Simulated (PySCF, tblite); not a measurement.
# C14H12OSi: electronic excitations, NMR shifts

What do calculations give for the electronic excitations, NMR shifts of C14H12OSi (`C[Si]1(C)C2=COc3cccc4ccc1c2c34`)?

Computed with tblite 0.8.0 and PySCF 2.14.0 and routines of our own; the level stands in each step. Atoms count from 0.

### 1 The system as given

28 atoms, charge 0, multiplicity 1; geometry from: force field, distance geometry or constructed start.

### 2 Relaxing the molecule with GFN2-xTB

The job: settings as JSON, then the geometry in Å.

```
{"job": {"kind": "relax", "xc": "GFN2-xTB", "basis": "xTB"}, "charge": 0, "multiplicity": 1}
C      3.144200     0.037400     1.746500
Si     2.232600     0.134500     0.144500
C      3.340000     0.241700    -1.315300
C      0.804200     1.284100     0.130700
C      0.163800     2.442300     0.177300
O     -1.252500     2.514200     0.085800
C     -1.980700     1.326500    -0.041100
C     -3.359100     1.350600    -0.122800
C     -4.060500     0.128600    -0.250800
C     -3.391800    -1.113100    -0.288900
C     -1.986900    -1.168400    -0.206700
C     -1.123300    -2.328100    -0.227000
C      0.304200    -2.229100    -0.124500
C      0.871300    -0.988800    -0.013300
C     -0.024600     0.050600     0.001800
C     -1.369400     0.072500    -0.076100
H      2.454200    -0.019300     2.600500
H      3.770600     0.916500     1.897500
H      3.788000    -0.839400     1.789500
H      3.976400     1.132300    -1.264800
H      3.988800    -0.625200    -1.387600
H      2.762100     0.304400    -2.248200
H      0.616300     3.425900     0.274400
H     -3.903800     2.286200    -0.097100
H     -5.148800     0.150400    -0.317600
H     -3.970400    -2.030200    -0.386000
H     -1.570100    -3.310900    -0.322300
H      0.912500    -3.129900    -0.149800
```

Launch:

```sh
$ OMP_NUM_THREADS=1 python large_run.py task.json out
```

This one command runs all jobs of the session in turn.

The log of the run:

```text
step      E/eV     max force
  0   -1137.56418    3.411
  1   -1137.99751    1.170
  2   -1138.07310    0.562
  3   -1138.12215    0.524
  4   -1138.17673    0.496
  5   -1138.21310    0.411
  6   -1138.24719    0.355
  7   -1138.27660    0.364
  8   -1138.29535    0.301
  9   -1138.30532    0.238
 10   -1138.31074    0.148
 11   -1138.31430    0.110
 12   -1138.31614    0.072
 13   -1138.31709    0.069
 14   -1138.31784    0.059
 15   -1138.31848    0.055
 16   -1138.31895    0.042
 17   -1138.31937    0.050
 18   -1138.31984    0.050
 19   -1138.32034    0.049
 20   -1138.32079    0.048
 21   -1138.32124    0.048
 22   -1138.32186    0.058
 23   -1138.32282    0.083
 24   -1138.32400    0.082
 25   -1138.32505    0.055
 26   -1138.32581    0.058
 27   -1138.32644    0.069
 28   -1138.32716    0.074
 29   -1138.32785    0.061
 30   -1138.32830    0.051
 31   -1138.32857    0.035
 32   -1138.32876    0.030
 33   -1138.32888    0.021
 34   -1138.32894    0.016
```

It took 1 s on 1 thread of Arm Neoverse N1, shared host; peak memory 0.18 GiB.

The steps of the relaxation:

```csv
step,energy from step 0 (eV),largest force (eV/Å)
0,0.0000,3.4108
1,-0.4333,1.1700
2,-0.5089,0.5615
3,-0.5580,0.5250
4,-0.6125,0.4954
5,-0.6489,0.4108
6,-0.6830,0.3553
7,-0.7124,0.3644
8,-0.7312,0.3000
10,-0.7466,0.1478
12,-0.7520,0.0722
14,-0.7537,0.0596
16,-0.7548,0.0426
18,-0.7557,0.0497
20,-0.7566,0.0482
22,-0.7577,0.0587
24,-0.7598,0.0821
26,-0.7616,0.0587
28,-0.7630,0.0736
30,-0.7641,0.0507
31,-0.7644,0.0348
32,-0.7646,0.0296
33,-0.7647,0.0210
34,-0.7648,0.0157
```

Close pairs (by a distance rule), those that changed most:

```csv
bond,before (Å),after (Å),change (Å)
Si1–C13,1.772,1.918,+0.146
Si1–C3,1.834,1.935,+0.101
Si1–C2,1.835,1.897,+0.062
C3–C14,1.492,1.438,-0.053
C0–Si1,1.846,1.898,+0.052
C11–C12,1.435,1.383,-0.051
C4–O5,1.421,1.377,-0.044
C8–C9,1.411,1.374,-0.037
```

The end geometry stands in the next job.

### 3 Harmonic vibrations with GFN2-xTB

The job: settings as JSON, then the geometry in Å.

```
{"job": {"kind": "ir", "xc": "GFN2-xTB", "basis": "xTB"}, "charge": 0, "multiplicity": 1}
C      3.275050     0.068446     1.806137
Si     2.338436     0.106560     0.156344
C      3.476853     0.280036    -1.351578
C      0.786395     1.261183     0.134530
C      0.094812     2.405284     0.166117
O     -1.278624     2.464333     0.082686
C     -2.028509     1.322960    -0.040297
C     -3.402484     1.336898    -0.126593
C     -4.080667     0.112122    -0.251818
C     -3.448227    -1.106714    -0.293567
C     -2.041743    -1.168472    -0.207607
C     -1.217926    -2.322732    -0.232428
C      0.161837    -2.277135    -0.142035
C      0.814317    -1.044474    -0.017958
C     -0.006383     0.068126     0.004656
C     -1.385182     0.071567    -0.082895
H      2.592827     0.022260     2.648607
H      3.888537     0.956663     1.918904
H      3.930182    -0.795200     1.858706
H      4.091845     1.170256    -1.266760
H      4.140797    -0.574353    -1.434841
H      2.907225     0.351733    -2.272221
H      0.498522     3.403297     0.257776
H     -3.953223     2.263121    -0.099164
H     -5.159183     0.142962    -0.318570
H     -4.023198    -2.015545    -0.391434
H     -1.704973    -3.283497    -0.327156
H      0.720148    -3.203272    -0.169016
```

The log of the run:

```text
mode    cm-1     km/mol
  1      50.2      0.21
  2      83.7      0.02
  3     104.2      0.15
  4     108.7      0.02
  5     128.1      3.39
  6     139.9      0.68
  7     149.0      3.08
  8     151.1      1.88
  9     186.8      0.56
 10     289.0     11.88
 11     295.9      0.72
 12     323.7     24.36
 13     345.4     29.39
 14     399.5      1.24
 15     446.3      0.32
 16     450.9      7.37
 17     467.6      0.02
 18     489.1      0.12
 19     491.0      2.73
 20     527.7      7.84
 21     571.5      3.77
 22     607.5      5.21
 23     625.1      8.95
 24     659.3     11.24
 25     714.3     45.87
 26     725.4      2.98
 27     766.1     17.46
 28     781.8     13.42
 29     787.3      0.02
 30     796.2      6.30
 31     816.0     11.73
 32     817.9     19.46
 33     826.1     93.13
 34     831.8     20.14
 35     833.8    142.54
 36     858.8     25.01
 37     862.3      0.11
 38     879.1    253.61
 39     910.8      0.18
 40     920.2      0.12
 41    1009.0     81.40
 42    1057.3     19.35
 43    1080.1     32.12
 44    1119.4      0.77
 45    1174.1      8.81
 46    1190.6      6.40
 47    1204.6     11.60
 48    1233.8      7.16
 49    1242.2     65.80
 50    1285.8     20.28
 51    1335.7     18.72
 52    1364.7     19.91
 53    1365.8     75.70
 54    1368.4      8.67
 55    1402.6      4.85
 56    1427.8     11.80
 57    1435.7      6.13
 58    1474.4      0.09
 59    1475.9      0.32
 60    1478.7      0.49
 61    1480.2      2.00
 62    1508.0      6.82
 63    1551.6    119.28
 64    1586.6      8.39
 65    1618.9     24.40
 66    1635.8    177.70
 67    3044.3      1.89
 68    3046.8     12.35
 69    3046.9      1.42
 70    3049.1     27.27
 71    3052.9     51.63
 72    3054.4     15.77
 73    3055.3     37.78
 74    3070.5     51.53
 75    3071.7     54.40
 76    3072.1     14.55
 77    3086.4     81.18
 78    3108.4     36.13
```

It took 4.3 s on 1 thread of Arm Neoverse N1, shared host; peak memory 0.18 GiB.

Which atoms move in the most intense modes:

```csv
cm⁻¹,km/mol,atoms
826,93.1,"H18 18 %, H20 18 %, H17 14 %, H19 14 %"
834,142.5,"H22 25 %, Si1 16 %, H21 13 %, H16 12 %"
879,253.6,Si1 21 %
1009,81.4,"O5 29 %, C4 20 %, C6 11 %"
1366,75.7,"C10 30 %, C14 14 %, C7 11 %"
1552,119.3,"C7 21 %, C10 18 %, C15 17 %, C6 13 %"
1636,177.7,"C3 23 %, C14 20 %, C4 18 %, C15 17 %"
3086,81.2,"H25 72 %, H24 17 %"
```

### 4 Electronic excitations: TDDFT B3LYP/def2-SVP

Settings changed since step 3:

```diff
@@ -1,2 +1,2 @@
-{"job": {"kind": "ir", "xc": "GFN2-xTB", "basis": "xTB"}, "charge": 0, "multiplicity": 1}
+{"job": {"kind": "uv", "basis": "def2-SVP", "grid": 1, "kgrid": 0, "vcut": 1.5, "nstates": 6, "ntriplets": 2, "tda": false, "delta": ["ip_vertical"], "pop": true, "xc": "B3LYP"}, "charge": 0, "multiplicity": 1}
 C      3.275050     0.068446     1.806137
```

With the program's defaults for keys left out, this is: TDDFT B3LYP/def2-SVP, vertical, gas phase, core orbitals frozen in the response, virtual orbitals cut by energy.

The log of the run:

```text
start: PBE on a coarse grid of 24121 points
cycle   1  E = -903.5707973504  dE =  2.503e+00  |g| = 9.023e-01  |ddm| = 7.222e+00
cycle   2  E = -903.2405038856  dE =  3.303e-01  |g| = 1.405e+00  |ddm| = 2.773e+00
cycle   3  E = -903.7125415702  dE = -4.720e-01  |g| = 4.934e-01  |ddm| = 2.125e+00
cycle   4  E = -903.7870561660  dE = -7.451e-02  |g| = 1.225e-01  |ddm| = 7.970e-01
cycle   5  E = -903.7902421239  dE = -3.186e-03  |g| = 5.540e-02  |ddm| = 1.862e-01
cycle   6  E = -903.7908656334  dE = -6.235e-04  |g| = 1.465e-02  |ddm| = 7.075e-02
cycle   7  E = -903.7908833703  dE = -1.774e-05  |g| = 1.169e-02  |ddm| = 3.306e-02
cycle   8  E = -903.7909248372  dE = -4.147e-05  |g| = 1.819e-03  |ddm| = 1.821e-02
final grid: 104633 points
cycle   9  E = -904.9014695010  dE = -5.008e-03  |g| = 7.879e-02  |ddm| = 4.260e-01
cycle  10  E = -904.8986625575  dE =  2.807e-03  |g| = 1.434e-01  |ddm| = 2.278e-01
cycle  11  E = -904.9026099795  dE = -3.947e-03  |g| = 1.855e-02  |ddm| = 1.530e-01
cycle  12  E = -904.9026948073  dE = -8.483e-05  |g| = 5.315e-03  |ddm| = 2.728e-02
cycle  13  E = -904.9027032498  dE = -8.442e-06  |g| = 2.026e-03  |ddm| = 9.636e-03
cycle  14  E = -904.9027065012  dE = -3.251e-06  |g| = 7.586e-04  |ddm| = 3.545e-03
cycle  15  E = -904.9027063309  dE =  1.703e-07  |g| = 1.537e-04  |ddm| = 1.166e-03
cycle  16  E = -904.9027059915  dE =  3.394e-07  |g| = 5.855e-05  |ddm| = 3.157e-04
converged SCF energy = -904.9027059915
Vertical ionisation energy (delta-SCF) = 6.6752 eV   <S^2> = 0.767

Static polarisability (au): isotropic 175.480, principal 94.298 186.273 245.870

Singlet excitations
state   eV       nm        f      main configurations
  1   3.4320    361.3   0.03083   H->L+1 0.56, H->L 0.40
  2   3.7679    329.1   0.09742   H->L 0.56, H->L+1 0.38
  3   4.2760    290.0   0.09280   H->L+2 0.83, H-1->L 0.10
  4   5.3834    230.3   0.15201   H-1->L 0.75
  5   5.4253    228.5   0.00096   H->L+3 0.88, H->L+4 0.11
  6   5.5642    222.8   0.11969   H-1->L+1 0.40, H-1->L+2 0.20, H-2->L 0.20

Triplet excitations (Tamm-Dancoff, eV): 2.5196 3.0394
```

Run time: 98 s. Hardware: 1 thread of Arm Neoverse N1, shared host; peak memory 0.57 GiB.

The orbitals next to the gap, with their largest atomic shares:

```csv
orbital,eV,atoms
HOMO−4,-7.84,"C11 23 %, C12 16 %, C14 12 %"
HOMO−3,-7.70,"C13 18 %, Si1 17 %, C3 13 %"
HOMO−2,-7.35,"C9 20 %, C4 20 %, C6 16 %"
HOMO−1,-6.84,"C15 18 %, C8 16 %, C10 15 %"
HOMO,-5.03,"C11 15 %, C9 13 %, C13 12 %"
LUMO,-1.00,"C4 17 %, C11 17 %, C14 14 %"
LUMO+1,-0.70,"C8 21 %, C15 14 %, C6 9 %"
LUMO+2,-0.20,"C7 14 %, C10 13 %, C4 13 %"
LUMO+3,1.08,"Si1 29 %, H17 8 %, H19 8 %"
```

With each of the 6 states as a Gaussian band of 0.4 eV half-width at 1/e, the curve within the window shown has maxima at 320 nm (ε 5,400), 227 nm (ε 10,000) L/(mol cm). Beyond the last state computed it falls off for lack of states. The curve at chosen wavelengths:

```
 nm  ε (L/mol/cm)
211          4224
220          9043
229         10307
238          7152
247          3444
256          1655
265          1733
274          2787
283          3948
292          4730
301          5125
310          5325
319          5413
329          5300
338          4938
347          4353
356          3640
365          2903
374          2223
383          1643
392          1176
401           818
410           555
419           367
428           238
437           151
```

Further results of this job:

```csv
property,computed
dipole moment (D),1.95
polarisability (Å³),26.00
HOMO–LUMO gap (eV),4.02
−ε(HOMO) (eV),5.03
```

### 5 NMR shifts: GIAO KT3/pcSseg-1

Settings changed since step 4:

```diff
@@ -1,2 +1,2 @@
-{"job": {"kind": "uv", "basis": "def2-SVP", "grid": 1, "kgrid": 0, "vcut": 1.5, "nstates": 6, "ntriplets": 2, "tda": false, "delta": ["ip_vertical"], "pop": true, "xc": "B3LYP"}, "charge": 0, "multiplicity": 1}
+{"job": {"kind": "nmr", "xc": "KT3", "basis": "pcSseg-1", "pop": false}, "charge": 0, "multiplicity": 1}
 C      3.275050     0.068446     1.806137
```

With the program's defaults for keys left out, this is: GIAO KT3/pcSseg-1 NMR shielding, non-relativistic, gas phase.

The log of the run:

```text
start: PBE on a coarse grid of 24121 points
cycle   1  E = -904.0528782923  dE =  2.631e+00  |g| = 9.607e-01  |ddm| = 5.961e+00
cycle   2  E = -903.6946856794  dE =  3.582e-01  |g| = 1.488e+00  |ddm| = 2.820e+00
cycle   3  E = -904.2082218709  dE = -5.135e-01  |g| = 5.043e-01  |ddm| = 2.083e+00
cycle   4  E = -904.2839466891  dE = -7.572e-02  |g| = 1.292e-01  |ddm| = 7.543e-01
cycle   5  E = -904.2873850230  dE = -3.438e-03  |g| = 5.644e-02  |ddm| = 1.784e-01
cycle   6  E = -904.2879985576  dE = -6.135e-04  |g| = 1.518e-02  |ddm| = 6.781e-02
cycle   7  E = -904.2880112635  dE = -1.271e-05  |g| = 1.251e-02  |ddm| = 3.173e-02
cycle   8  E = -904.2880595636  dE = -4.830e-05  |g| = 1.858e-03  |ddm| = 1.777e-02
final grid: 220847 points
cycle   9  E = -917.6254272537  dE = -3.805e-02  |g| = 1.822e-01  |ddm| = 1.091e+00
cycle  10  E = -917.6035946664  dE =  2.183e-02  |g| = 3.532e-01  |ddm| = 5.903e-01
cycle  11  E = -917.6261171448  dE = -2.252e-02  |g| = 1.127e-01  |ddm| = 5.263e-01
cycle  12  E = -917.6287840422  dE = -2.667e-03  |g| = 5.214e-02  |ddm| = 1.838e-01
cycle  13  E = -917.6295931450  dE = -8.091e-04  |g| = 6.321e-03  |ddm| = 6.597e-02
cycle  14  E = -917.6296017389  dE = -8.594e-06  |g| = 3.792e-03  |ddm| = 1.241e-02
cycle  15  E = -917.6296073924  dE = -5.654e-06  |g| = 8.994e-04  |ddm| = 5.428e-03
cycle  16  E = -917.6296061930  dE =  1.199e-06  |g| = 3.706e-04  |ddm| = 1.650e-03
cycle  17  E = -917.6296068765  dE = -6.835e-07  |g| = 1.189e-04  |ddm| = 5.535e-04
cycle  18  E = -917.6296063754  dE =  5.011e-07  |g| = 3.978e-05  |ddm| = 1.970e-04
converged SCF energy = -917.6296063754

GIAO shielding tensors (ppm)
atom      isotropic    diamagn.    paramagn.     s11        s22        s33       span
  0 C      183.130     252.247     -69.117    177.996    180.550    190.844     12.847
  1 Si     341.917     886.825    -544.907    321.931    331.522    372.299     50.368
  2 C      183.144     252.254     -69.110    178.020    180.563    190.848     12.828
  3 C       65.585     263.373    -197.787     -8.090     47.395    157.452    165.542
  4 C       45.390     252.895    -207.505    -28.853     69.995     95.028    123.881
  5 O      122.232     397.472    -275.239     29.764     52.399    284.535    254.772
  6 C       35.241     252.439    -217.198    -36.419     33.540    108.601    145.020
  7 C       84.356     253.718    -169.361     16.657     71.021    165.391    148.733
  8 C       61.656     253.244    -191.588    -36.118     52.926    168.160    204.278
  9 C       72.648     245.953    -173.305     -8.350     64.584    161.709    170.059
 10 C       57.572     254.004    -196.432     -7.747      3.615    176.848    184.595
 11 C       68.647     251.013    -182.366    -13.519     62.418    157.041    170.560
 12 C       60.803     258.781    -197.978    -31.731     47.176    166.965    198.696
 13 C       62.385     257.006    -194.621     -7.576     30.537    164.195    171.771
 14 C       41.931     271.728    -229.797    -42.159     11.492    156.460    198.619
 15 C       72.068     258.992    -186.925     13.958     21.726    180.519    166.560
 16 H       31.085      32.850      -1.765     26.808     29.499     36.947     10.139
 17 H       31.257      28.114       3.143     27.498     28.453     37.820     10.323
 18 H       31.245      28.293       2.952     27.434     28.464     37.839     10.405
 19 H       31.259      28.117       3.142     27.499     28.456     37.822     10.323
 20 H       31.247      28.295       2.952     27.435     28.465     37.842     10.407
 21 H       31.086      32.852      -1.766     26.809     29.500     36.949     10.140
 22 H       25.198      31.837      -6.640     21.396     26.376     27.821      6.425
 23 H       25.369      30.422      -5.053     21.739     26.086     28.283      6.544
 24 H       24.606      28.068      -3.462     20.943     26.039     26.836      5.894
 25 H       24.911      32.443      -7.531     21.121     25.943     27.670      6.549
 26 H       24.840      33.788      -8.948     20.817     25.808     27.896      7.078
 27 H       24.714      32.770      -8.056     21.147     25.239     27.755      6.607
```

Wall time 57 s (1 thread of Arm Neoverse N1, shared host); peak memory 0.62 GiB.

Shifts follow as δ = σ(reference) − σ, with reference shieldings (ppm) from runs at the same level and on the same kind of geometry: $^{1}$H TMS 31.76, $^{13}$C TMS 184.7, $^{29}$Si TMS 361.7, $^{17}$O H2O 330.8. The references are single molecules in the gas phase, so shifts against H2O, NH3, PH3, H3PO4 or CFCl3 are not on the usual liquid scales and can be off by tens of ppm. Atoms listed in one row are averaged.

```csv
atoms,environment,σ (ppm),δ (ppm)
C6,aromatic carbon bearing oxygen,35.2,149.5
C14,substituted aromatic carbon,41.9,142.8
C4,alkene carbon bearing oxygen,45.4,139.3
C10,ring-fusion aromatic carbon,57.6,127.2
C12,aromatic CH,60.8,123.9
C8,aromatic CH,61.7,123.1
C13,substituted aromatic carbon,62.4,122.3
C3,β carbon of an enol-ether or enamine type C=C,65.6,119.1
C11,aromatic CH,68.6,116.1
C15,ring-fusion aromatic carbon,72.1,112.7
C9,aromatic CH,72.6,112.1
C7,aromatic CH,84.4,100.4
"C0, C2",methyl carbon bonded to Si,183.1,1.6
H24,hydrogen on an aromatic CH,24.61,7.15
H27,hydrogen on an aromatic CH,24.71,7.05
H26,hydrogen on an aromatic CH,24.84,6.92
H25,hydrogen on an aromatic CH,24.91,6.85
H22,hydrogen on an alkene carbon bearing oxygen,25.20,6.56
H23,hydrogen on an aromatic CH,25.37,6.39
"H16, H17, H18, H19, H20, H21",hydrogen on a methyl carbon bonded to Si,31.20,0.56
Si1,"silicon bonded to 4 C, in a 4-membered ring",341.9,19.8
O5,ether oxygen,122.2,208.6
```

Ring of atoms Si1, C3, C13, C14: NICS(0) 3.8, NICS(1) 0.2, NICS(1)zz 10.8 ppm (means of both faces).

In rings of three or four atoms NICS is ruled by the nearby σ bonds, so it says little on aromaticity.

Ring of atoms C3, C4, O5, C6, C14, C15: NICS(0) 6.6, NICS(1) 2.3, NICS(1)zz 13.2 ppm (means of both faces).

Ring of atoms C6, C7, C8, C9, C10, C15: NICS(0) -7.3, NICS(1) -9.0, NICS(1)zz -20.2 ppm (means of both faces).

### 6 Summary of results

| quantity | value |
| --- | --- |
| strongest single infrared mode (GFN2-xTB) | 879 cm⁻¹, 254 km/mol |
| zero-point energy (GFN2-xTB) | 133.1 kcal/mol |
| lowest singlet (B3LYP/def2-SVP) | 3.43 eV (361 nm), f = 0.031 |
| brightest single state of those computed | state 4, 5.38 eV, f = 0.152 |
| lowest triplet | 2.52 eV |
| vertical ionisation energy (ΔSCF) | 6.68 eV |
| $^{13}$C shifts against TMS (KT3/pcSseg-1, means over atoms taken as alike) | 149.5, 142.8, 139.3, 127.2, 123.9, 123.1, 122.3, 119.1, 116.1, 112.7, 112.1, 100.4, 1.6 ppm |
| $^{1}$H shifts against TMS (KT3/pcSseg-1, means over atoms taken as alike) | 7.15, 7.05, 6.92, 6.85, 6.56, 6.39, 0.56 ppm |
| $^{29}$Si shifts against TMS (KT3/pcSseg-1) | 19.8 ppm |
| $^{17}$O shifts against H2O (KT3/pcSseg-1) | 208.6 ppm |

**Reading.** All 78 modes are real, so the xTB geometry is a minimum. The strongest single mode, at 879 cm⁻¹, is spread over many atoms; the largest shares are those of Si1. Unscaled tight-binding wavenumbers are off by several per cent, some by more. Its intensities can rank the bands wrongly. The first singlet state (HOMO→LUMO+1 0.56, HOMO→LUMO 0.40) lies at 3.43 eV and is weak; of the 6 states computed, the strongest absorption comes from state 4 at 5.38 eV (the last state computed is bright too, and its partners may lie past the list). The lowest triplet lies 0.91 eV below the lowest singlet (triplets in Tamm-Dancoff, singlets in full TDDFT). The orbital energy would give 5.03 eV for ionisation, ΔSCF gives 6.68 eV. At KT3/pcSseg-1: The widest tensor belongs to O5: span 255 ppm, with a paramagnetic part of -275 ppm. NICS(1)zz of -20 ppm above the planar ring from C6 marks a diatropic (aromatic) ring current.
